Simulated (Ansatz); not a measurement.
# CH₂BLiO: an energy map over bond length B2–C3 and bond length C3–O4

Aim: map the energy of CH2BLiO, SMILES [Li][B]=CO over two coordinates, and find its wells, ridges and stiffness.

The runs use Ansatz 0.2.0; RKS B3LYP-D4/def2-TZVP.

## Step 1: The system as given

6 atoms, charge 0, spin multiplicity 1.

Atoms are counted from 1 here; the program's logs count them from 0.

Bond lengths: Li1–B2 2.090 Å, B2–C3 1.439 Å, C3–O4 1.378 Å, C3–H5 1.116 Å, O4–H6 0.974 Å. Angles: Li1–B2–C3 172.5°, B2–C3–O4 138.9°, B2–C3–H5 110.2°, O4–C3–H5 111.0°, C3–O4–H6 107.1°.

Coordinates:

```mol
CH2BLiO
  3D, bonds by distance, orders not assigned

  6  5  0  0  0  0  0  0  0  0999 V2000
   -1.7928    2.4700    0.3412 Li  0  0
   -0.5175    0.8283    0.1274 B   0  0
    0.4993   -0.1847    0.0311 C   0  0
    0.6057   -1.5215   -0.2875 O   0  0
    1.4955    0.2442    0.2930 H   0  0
   -0.2901   -1.8363   -0.5052 H   0  0
  1  2  8  0
  2  3  8  0
  3  4  8  0
  3  5  8  0
  4  6  8  0
M  END
```

This geometry comes from a loose relaxation at PBE in a small basis, which is not shown.

## Step 3: Setting up the map

First coordinate, bond length B2–C3: 15 values from 1.164 to 2.129 Å. Second coordinate, bond length C3–O4: 15 values from 1.193 to 1.943 Å.

Nothing else is relaxed (all other coordinates rigid). Energies count from the relaxed molecule at the same level. Points are written as (first, second).

(The set-up runs are not shown.)

## Step 4: Point (1.233 Å, 1.247 Å)

input.yaml reads:

```yaml
crystal:
  periodic: [false, false, false]
  atoms:
    - { symbol: Li, position_ang: [-1.829954, 2.410058, 0.320383] }
    - { symbol: B, position_ang: [-0.487392, 0.827302, 0.131813] }
    - { symbol: C, position_ang: [0.401275, -0.024073, 0.056186] }
    - { symbol: O, position_ang: [0.430974, -1.234412, -0.242488] }
    - { symbol: H, position_ang: [1.405322, 0.33007, 0.300524] }
    - { symbol: H, position_ang: [-0.463221, -1.521945, -0.453358] }
basis:
  gaussian: { orbitals: def2-TZVP }
hamiltonian:
  xc: { name: B3LYP }
  dispersion: d4
output:
  forces: true
```

Started as:

```console
$ ansatz run input.yaml --threads 1 --pin off --max-ram 2560MiB --backend cpu --events-out ev --progress --plain --runs-dir out
```

Further runs follow: the other points that were computed.

Before running it: what results should come out? Wanted: lowest point; highest computed point; dipole moment.

The runs gave:

| quantity | value |
| --- | --- |
| lowest point | (1.439 Å, 1.408 Å), 0.016 eV |
| highest computed point | (2.129 Å, 1.943 Å), 5.89 eV above the lowest |
| dipole moment (D) | 4.8 at (2.129 Å, 1.193 Å) to 11.0 at (2.129 Å, 1.943 Å); 7.3 at the lowest point |
| time for the whole task | 5.9 min on 1 thread, shared host |

In words: The lowest computed point is at (1.439 Å, 1.408 Å), 0.016 eV from the relaxed molecule at the same level. The grid shows no other well, apart from its symmetry copies. The highest computed point, (2.129 Å, 1.943 Å), lies 5.89 eV above the lowest. Round the minimum the two coordinates are nearly uncoupled.
